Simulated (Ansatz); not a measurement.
Turn this script for the Python package of Ansatz (0.2.0) into the input file that the command-line program reads.

Interactive session:
```pycon
>>> from pathlib import Path
>>> import json
>>> import warnings
>>> import ansatz as az
>>> import matplotlib.pyplot as plt
>>> import numpy as np
>>> import pandas as pd
>>> from pymatgen.core import Structure
>>> from scipy.ndimage import map_coordinates
>>> warnings.simplefilter("ignore", az.DeckWarning)
>>> crystal = (
...     az.Lattice.from_parameters(6.099445, 6.099445, 6.099445, alpha=60.0, beta=60.0, gamma=60.0)
...     .atom("Cs", (0.25, 0.25, 0.25))
...     .atom("Cs", (0.75, 0.75, 0.75))
...     .atom("Na", (0.5, 0.5, 0.5))
...     .atom("Al", (0.0, 0.0, 0.0))
...     .atom("H", (0.208755, 0.791245, 0.791245))
...     .atom("H", (0.208755, 0.791245, 0.208755))
...     .atom("H", (0.791245, 0.208755, 0.791245))
...     .atom("H", (0.791245, 0.791245, 0.208755))
...     .atom("H", (0.208755, 0.208755, 0.791245))
...     .atom("H", (0.791245, 0.208755, 0.208755))
... )
>>> # settings of the run
>>> calculation = crystal.calculation()
>>> calculation = calculation.functional("r2scan")
>>> calculation = calculation.kpoints(4)
>>> calculation = calculation.occupations("cold")
>>> calculation = calculation.density_of_states(energy_step=0.05, method="smearing", broadening_width=0.2, projected=True)
>>> calculation = calculation.density()
>>> calculation = calculation.potential()
>>> calculation = calculation.electron_localization_function()
>>> calculation = calculation.output_files(volumetric_format="npy")
>>> calculation = calculation.forces()
>>> with warnings.catch_warnings(record=True) as caught:
...     warnings.simplefilter("always")
...     outcome = calculation.run(threads=1, pin="off")
...
>>> print("warnings raised:", sorted(w.category.__name__ for w in caught) or "none")
warnings raised: ['DeckWarning', 'PlacementWarning']
>>> summary = outcome.report
>>> type(outcome).__name__, type(summary).__name__
('RunOutcome', 'dict')
>>> outcome.unlabelled_reasons
[]
>>> energy = summary["free_energy_ev"]
>>> print("Cs2NaAlH6: {:.6f} eV = {:.6f} Ry = {:.6f} Ha".format(energy, energy / 13.605693, energy / 27.211386))
Cs2NaAlH6: -13499.819041 eV = -992.218407 Ry = -496.109204 Ha
>>> print("Fermi level {:.4f} eV, {} k-points, {} symmetry operations".format(summary["fermi_energy_ev"], summary["n_kpoints"], summary["n_symmetry_ops"]))
Fermi level 4.6342 eV, 8 k-points, 48 symmetry operations
>>> dos = outcome.density_of_states()
>>> energy = np.asarray(dos.energies_ev) - dos.fermi_ev
>>> projected = outcome.projected_density_of_states()
>>> fig, ax = plt.subplots(figsize=(5, 3.4))
>>> for name in sorted({site.species for site in projected.sites}):
...     curve = sum(np.sum(part.g_bin_mean_per_ev, axis=0) for site in projected.sites if site.species == name for shell in site.shells for part in shell.curves)
...     ax.plot(energy, curve, label=name)
...     window = (energy > -4) & (energy <= 0)
...     print(f"{name}: {curve[window].sum() * (energy[1] - energy[0]):.3f} projected states in the 4 eV under E_F")
...
[<matplotlib.lines.Line2D object at 0x...>]
Al: 1.809 projected states in the 4 eV under E_F
[<matplotlib.lines.Line2D object at 0x...>]
Cs: 0.640 projected states in the 4 eV under E_F
[<matplotlib.lines.Line2D object at 0x...>]
H: 7.014 projected states in the 4 eV under E_F
[<matplotlib.lines.Line2D object at 0x...>]
Na: 0.239 projected states in the 4 eV under E_F
>>> ax.set(xlim=(-8, 6), xlabel="E - E_F (eV)", ylabel="states/eV")
[(-8.0, 6.0), Text(0.5, 0, 'E - E_F (eV)'), Text(0, 0.5, 'states/eV')]
>>> ax.legend()
<matplotlib.legend.Legend object at 0x...>
>>> fig.savefig("pdos.png", dpi=100)
>>> folder = Path(outcome.write_results("fields"))
>>> print("densities in e/A^3, potentials in eV, ELF without unit")
densities in e/A^3, potentials in eV, ELF without unit
>>> for name in sorted(p.name for p in folder.glob("*.npy")):
...     field = np.load(folder / name)
...     print(f"{name:16s} {str(field.shape):16s} min {field.min():10.4f}  mean {field.mean():10.4f}  max {field.max():10.4f}")
...
elf.npy          (45, 45, 45)     min     0.0001  mean     0.3754  max     1.0000
rho.npy          (45, 45, 45)     min    -0.0425  mean     0.2244  max    19.9177
v_es.npy         (45, 45, 45)     min   -87.7232  mean     2.8835  max     8.2508
v_tot.npy        (45, 45, 45)     min  -106.9815  mean    -5.7298  max     3.8277
>>> # forces in eV per angstrom
>>> table = pd.DataFrame(summary["forces_ev_ang"], columns=["fx", "fy", "fz"])
>>> table.insert(0, "atom", [site["symbol"] for site in summary["lattice"]["sites"]])
>>> table.round(4)
  atom    fx      fy      fz
0   Cs  0.00  0.0000  0.0000
1   Cs -0.00 -0.0000 -0.0000
2   Na  0.00  0.0000 -0.0000
3   Al  0.00  0.0000 -0.0000
4    H  0.00  0.0462  0.0327
5    H -0.04  0.0231 -0.0327
6    H  0.04 -0.0231  0.0327
7    H  0.04  0.0231 -0.0327
8    H -0.04 -0.0231  0.0327
9    H -0.00 -0.0462 -0.0327
>>> keep = ["free_energy_ev", "energy_sigma0_ev", "fermi_energy_ev", "n_iterations", "converged", "magnetization_mub", "n_kpoints"]
>>> with open("cs2naalh6.json", "w") as handle:
...     json.dump({key: summary[key] for key in keep}, handle, indent=1)
...
>>> final = Structure(outcome.lattice.cell_ang, [s.symbol for s in outcome.lattice.sites], [s.position_frac for s in outcome.lattice.sites])
>>> # smooth valence density along the shortest bond of atom 0
>>> rho = outcome.density()
>>> total = sum(channel.density_e_per_ang3 for channel in rho.channels[:2])
>>> grid_cell = np.asarray(rho.fft_grid_basis) @ outcome.lattice.cell_ang
>>> partner = min(final.get_neighbors(final[0], 5.0), key=lambda n: n.nn_distance)
>>> line = np.linspace(final[0].coords, partner.coords, 11)
>>> points = (line @ np.linalg.inv(grid_cell)) * rho.dims
>>> values = map_coordinates(total, points.T, order=3, mode="grid-wrap")
>>> print(f"from {final[0].specie} to {partner.specie}, {partner.nn_distance:.3f} A")
from Cs to H, 3.070 A
>>> for t, value in zip(np.linspace(0, partner.nn_distance, 11), values):
...     print(f"{t:7.3f} A  {value:9.4f} e/A^3")
...
  0.000 A    -0.0767 e/A^3
  0.307 A     0.3668 e/A^3
  0.614 A     1.0982 e/A^3
  0.921 A     0.8932 e/A^3
  1.228 A     0.3473 e/A^3
  1.535 A     0.1148 e/A^3
  1.842 A     0.0718 e/A^3
  2.149 A     0.1259 e/A^3
  2.456 A     0.3180 e/A^3
  2.763 A     0.9166 e/A^3
  3.070 A     1.9237 e/A^3
```

`input.yaml`:
```yaml
crystal:
  lattice: { a: 6.099445, b: 6.099445, c: 6.099445, alpha: 60.0, beta: 60.0, gamma: 60.0 }
  atoms:
    - { symbol: Cs, position: [0.25, 0.25, 0.25] }
    - { symbol: Cs, position: [0.75, 0.75, 0.75] }
    - { symbol: Na, position: [0.5, 0.5, 0.5] }
    - { symbol: Al, position: [0.0, 0.0, 0.0] }
    - { symbol: H, position: [0.208755, 0.791245, 0.791245] }
    - { symbol: H, position: [0.208755, 0.791245, 0.208755] }
    - { symbol: H, position: [0.791245, 0.208755, 0.791245] }
    - { symbol: H, position: [0.791245, 0.791245, 0.208755] }
    - { symbol: H, position: [0.208755, 0.208755, 0.791245] }
    - { symbol: H, position: [0.791245, 0.208755, 0.208755] }
kpoints:
  mp_grid: { grid: [4, 4, 4] }
hamiltonian:
  xc: r2scan
scf:
  occupations: { method: cold }
output:
  write_density: true
  write_potential: true
  volumetric_format: npy
  elf: true
  dos: { de: 0.05, method: { smearing: { sigma: 0.2 } }, projected: true }
  forces: true
```

Launched from the shell:
```console
$ ansatz run input.yaml --threads 1 --pin off --max-ram 3072MiB --backend cpu --events-out ev --progress --plain --runs-dir out
Engine: ansatz 0.2.0, aarch64-unknown-linux-gnu
Pseudopotentials: kind: paw
Pseudopotential: Cs, paw, valence charge 9, recommended cutoff 500 eV (meta_gga), Cs.paw.azcp
Pseudopotential: Na, paw, valence charge 9, recommended cutoff 500 eV (meta_gga), Na.paw.azcp
Pseudopotential: Al, paw, valence charge 3, recommended cutoff 500 eV (meta_gga), Al.paw.azcp
Pseudopotential: H, paw, valence charge 1, recommended cutoff 500 eV (meta_gga), H.paw.azcp
Functional definition: r2SCAN
  parameter k0 = 0.174
  parameter k1 = 0.065
  parameter a1 = 4.9479
  exchange = r2scan_x(k0 = k0, k1 = k1, a1 = a1)
  correlation = r2scan_c
Crystal: 10 atoms, lattice volume = 160.456 Å³
Basis set: ecut = 500 eV, 4015 PW (Γ), exchange–correlation on 180×180×180 points (64 copies of the dense FFT grid, shifted against one another)
Bands: 28, of which v1, the nominal top of the filled ones, is band 18 counted from 1 (17 counted from 0)
Symmetry: 48 space group operations
Space group: Fm-3m (ITA 225), of the structure as read, at distance tolerance 5.4e-5 Å
k-points: 8 of 64
Non-local potential: Cs, projectors of the file, l = 0: 3, l = 1: 2, l = 2: 2, l = 3: 2
Non-local potential: Na, projectors of the file, l = 0: 3, l = 1: 2, l = 2: 1
Non-local potential: Al, projectors of the file, l = 0: 2, l = 1: 2, l = 2: 1
Non-local potential: H, projectors of the file, l = 0: 2, l = 1: 1
PAW form: soft (Blöchl's): semilocal exchange-correlation on the pseudo side does not see the compensation charge
PAW frozen core: Cs, regenerated for the run's functional (the file was generated under x = pbe(κ = 0.804, μ = 0.2195149727645171), c = pbe(β = 0.06672455060314922))
PAW frozen core: Na, regenerated for the run's functional (the file was generated under x = pbe(κ = 0.804, μ = 0.2195149727645171), c = pbe(β = 0.06672455060314922))
PAW frozen core: Al, regenerated for the run's functional (the file was generated under x = pbe(κ = 0.804, μ = 0.2195149727645171), c = pbe(β = 0.06672455060314922))
PAW one-centre angular grid: Cs, 302 points (default); XC on 160 Gauss nodes
PAW one-centre angular grid: Na, 302 points (default); XC on 339 of its mesh's 2595 points in the sphere
PAW one-centre angular grid: Al, 302 points (default); XC on 160 Gauss nodes
PAW one-centre angular grid: H, 302 points (default); XC on 160 Gauss nodes
Initial density: superposition of atomic densities (neutral atoms: chi_scale 0, normalization atom), corrected by the library's trained network
Initial wavefunctions: pseudopotential atomic-orbital guess
Functional: x = r2scan, c = r2scan; τ floored in thin density (d = 2e-4 eV/Å³)
SCF iter   1: F=—  HF=-13499.777196 eV  |F-HF|=—  |Δ(HF+E_count)|=         —  Δρ=4.82e-3  dr2=2.92e-2  dr2_τ=1.62e-2  ethr=1.77e-3  ⟨swp⟩=8.2  Hψ=1270  notcnv=0
preconditioner: auto → Resta (q_TF=auto, 2.127 Å⁻¹)  ε∞=2.7  [insulator: Δε(μ)=2.665 eV  Ē_g=11.175 eV  σ=0.100 eV  W_gap=1.00  n_scr=26 (ndim 8)  ℏωp=14.4 eV  f_vac=0.000  D(μ)=0.00/eV (n_scr^D=0)  ε∞_Penn≈2.7]
SCF iter   2: F=—  HF=-13499.819078 eV  |F-HF|=—  |Δ(HF+E_count)|=   4.19e-2  S|Δr|=    0.00e0  Δρ=2.50e-3  dr2=9.84e-3  dr2_τ=4.19e-4  ethr=8.11e-5  ⟨swp⟩=2.0  Hψ=489  notcnv=0  defer=23
SCF iter   3: F=—  HF=-13499.818985 eV  |F-HF|=—  |Δ(HF+E_count)|=   9.28e-5  S|Δr|=    0.00e0  Δρ=4.28e-4  dr2=2.31e-4  dr2_τ=1.75e-5  ethr=2.73e-5  ⟨swp⟩=2.0  Hψ=249  notcnv=0  defer=23
SCF iter   4: F=—  HF=-13499.819077 eV  |F-HF|=—  |Δ(HF+E_count)|=   9.16e-5  S|Δr|=    0.00e0  Δρ=1.65e-4  dr2=3.52e-5  dr2_τ=2.83e-6  ethr=6.41e-7  ⟨swp⟩=2.0  Hψ=345  notcnv=0  defer=23
SCF iter   5: F=—  HF=-13499.819040 eV  |F-HF|=—  |Δ(HF+E_count)|=   3.70e-5  S|Δr|=    0.00e0  Δρ=2.88e-5  dr2=2.07e-6  dr2_τ=5.07e-8  ethr=9.79e-8  ⟨swp⟩=2.5  Hψ=303  notcnv=0  defer=23
SCF iter   6: F=-13499.819041 eV  HF=-13499.819041 eV  |F-HF|=6.40e-9  |Δ(HF+E_count)|=   7.87e-7  S|Δr|=    0.00e0  Δρ=5.17e-6  dr2=3.91e-8  dr2_τ=1.44e-9  ethr=2.78e-10  ⟨swp⟩=12.8  Hψ=1683  notcnv=0
SCF 1 converged in 6 iterations: F = -13499.819041 eV  dr2 = 3.91e-8
  greatest PAW one-centre occupation: 1.000 electrons in one spin orbital (limit 2), on the Na atom at site 2 (counted from 0), in its partial waves of l = 0
SCF converged after 6 iterations
Stability not checked: this state was not tested for a lower state beside it, because cold or Methfessel-Paxton smearing, or corrected tetrahedra, fill the levels in a way that the test cannot read (fill_not_monotonic; see scf.lower_state_search)
Free energy (F): -13499.819041 eV
Harris-Foulkes:  -13499.819041 eV  (|F-HF|=6.40e-9)
Internal energy: -13499.819041 eV  (E = F + TS)
E sigma→0 (E₀):  -13499.819041 eV
Fermi energy:    4.634241 eV
Step filling:    the computed levels leave a gap of 2.7061 eV = 27.1 smearing widths at the electron count; against every level under it full and every level over it empty, smearing changes F+E_penalty+E_count by -1.21e-83 meV and its σ→0 estimate by -3.18e-80 meV
--- Per-component energies (eV) ---
  E_band       = -334.658252
  E_kinetic    = 514.479348
  E_local      = -1869.761205  (includes V_loc(G=0)·N_el)
  E_nonlocal   = 191.551408
  E_hartree    = 673.578441
  E_xc         = -456.182768
  E_vxc        = -440.891986  (∫ρ·V_xc dr)
  E_paw        = -10930.196256  (= ΣΔE_a)
  E_vpaw       = -99.462937  (= ΣTr[D̂ρ^β])
  E_aug_tail   = -0.002556  (compensation charges beyond the density's cutoff)
  E_vtau       = 22.269900  (kinetic-family band-sum trace: ∫τ·v_τ [+ j·A + Jᵃ·Aᵃ] dr)
  E_ewald      = -1623.298836
  E_core_change = 0.013383  (= ΣΔE_core)
  E_smearing   = 0.000000  (= −TS)
  E_closure    = -0.000000  (closes the sum)
  Σ components = -13499.819041   (vs F -13499.819041, Δ=0.00e0)
--- Forces (eV/Å), atoms counted from 1 ---
  atom   1  Cs     0.00000000     0.00000000     0.00000000
  atom   2  Cs    -0.00000000    -0.00000000    -0.00000000
  atom   3  Na     0.00000000     0.00000000    -0.00000000
  atom   4  Al     0.00000000     0.00000000    -0.00000000
  atom   5  H      0.00000000     0.04618916     0.03266066
  atom   6  H     -0.04000098     0.02309458    -0.03266066
  atom   7  H      0.04000098    -0.02309458     0.03266066
  atom   8  H      0.04000098     0.02309458    -0.03266066
  atom   9  H     -0.04000098    -0.02309458     0.03266066
  atom  10  H     -0.00000000    -0.04618916    -0.03266066
  max |Σ_I F_I| component: 4.19e-17 eV/Å
--- Band table (eV; the first three rows and the last of 8) ---
  k-point 0: bands = ["-50.4863", "-20.8962", "-20.8962", "-20.8962", "-17.7525", "-17.6034", "-4.4777", "-4.4777", "-4.4777", "-4.0299", "-4.0299", "-4.0299", "-2.4718", "0.8399", "0.8399", "0.8399", "2.8125", "2.8125", "5.9147", "9.6578", "9.6578", "9.6578", "10.3830", "10.3830", "11.1784", "11.1784", "11.1784", "12.2511"]
  k-point 1: bands = ["-50.4863", "-20.8964", "-20.8962", "-20.8962", "-17.7289", "-17.6238", "-4.5544", "-4.4412", "-4.4412", "-4.3350", "-4.1252", "-4.1252", "-1.9706", "0.8836", "1.0572", "1.0572", "2.8428", "2.8428", "6.7171", "8.4913", "9.5815", "9.5815", "9.9346", "10.3460", "10.3460", "10.6184", "10.6184", "11.9138"]
  k-point 2: bands = ["-50.4863", "-20.8966", "-20.8962", "-20.8962", "-17.6750", "-17.6745", "-4.7077", "-4.4579", "-4.3345", "-4.3345", "-4.2894", "-4.2894", "-1.5860", "1.0042", "1.3169", "1.3169", "2.8244", "2.8244", "7.2629", "7.8442", "9.4733", "9.4733", "9.6923", "9.6923", "10.4861", "10.6767", "11.0182", "11.0182"]
  k-point 7: bands = ["-50.4863", "-20.8965", "-20.8965", "-20.8962", "-17.6732", "-17.6732", "-5.0589", "-4.8299", "-4.3644", "-4.3644", "-3.9087", "-3.9053", "-1.4860", "1.2101", "1.2101", "1.6069", "2.3709", "3.0037", "8.1605", "8.1605", "8.5332", "9.0797", "9.0797", "9.9109", "10.2527", "10.9079", "10.9733", "10.9733"]
```

Absolute energies stand on the zero of these potentials, so only differences at equal settings mean something. A total without «per atom» is that of the cell as typed. Semilocal gaps usually lie well under measured ones. An absolute Fermi energy rests on an arbitrary zero of the periodic potential and has no direct meaning. Projections exist only for the shells that the potentials hold, some of them semicore, and samples at single energies can miss narrow peaks. The empty d shell of the heavier alkali and alkaline-earth atoms, which makes much of a conduction band, may have no channel. In a crystal with a gap the Fermi level's place inside it depends on smearing and mesh. The crystal has a gap of about 2.71 eV on the mesh; any density of states at or just above the Fermi level is the tail of the broadening. Densities and potentials on the grid are those of the valence electrons, and inside the cores they hang on the potentials used. This cell is a computed structure, which may not be the phase found in nature. The computed bands are complete only to about 6.3 eV above the Fermi level; beyond that the density of states is undercounted. It ran for 7.7 s on 1 thread of Arm Neoverse V2, on a shared host, peak memory 0.94 GiB.

(Lines on the test bed's own set-up are left out of the output.)
